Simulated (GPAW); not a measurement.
The system is CuPd3.

```xyz
4
Lattice="-1.9053 1.9053 3.9122 1.9053 -1.9053 3.9122 1.9053 1.9053 -3.9122" Properties=species:S:1:pos:R:3 pbc="T T T"
Pd    0.0000    0.0000    3.9122
Pd    1.9053    0.0000    1.9561
Pd    0.0000    1.9053    1.9561
Cu    0.0000    0.0000    0.0000
```

The cell comes from a database or a generator and needn't be the stable form of this composition.

Base run:

```yaml
Program: GPAW 26.7.0
Functional: PBEsol
Potentials_or_basis: PAW data sets generated in the run's folder for this functional
Cutoff: 600 eV
Basis: pw
k_mesh: 7 × 7 × 7
Occupations: fermi-dirac, width 0.05 eV
Spin: no spin polarisation
```

Its results: pressure -4.1 GPa.

Q: The run is repeated on the same cell with these changes: functional from PBEsol to LDA; potentials or basis from PAW data sets generated in the run's folder for this functional to the program's PAW data sets (release 1.2.1) made for this functional. What comes out?

A: Pressure -10.2 GPa.

Caveats: with this Cu data set, volumes or pressures lay over 1.5 % or 2 GPa off other programs in two to four cells of ten.

Not every run made on this cell is shown here.
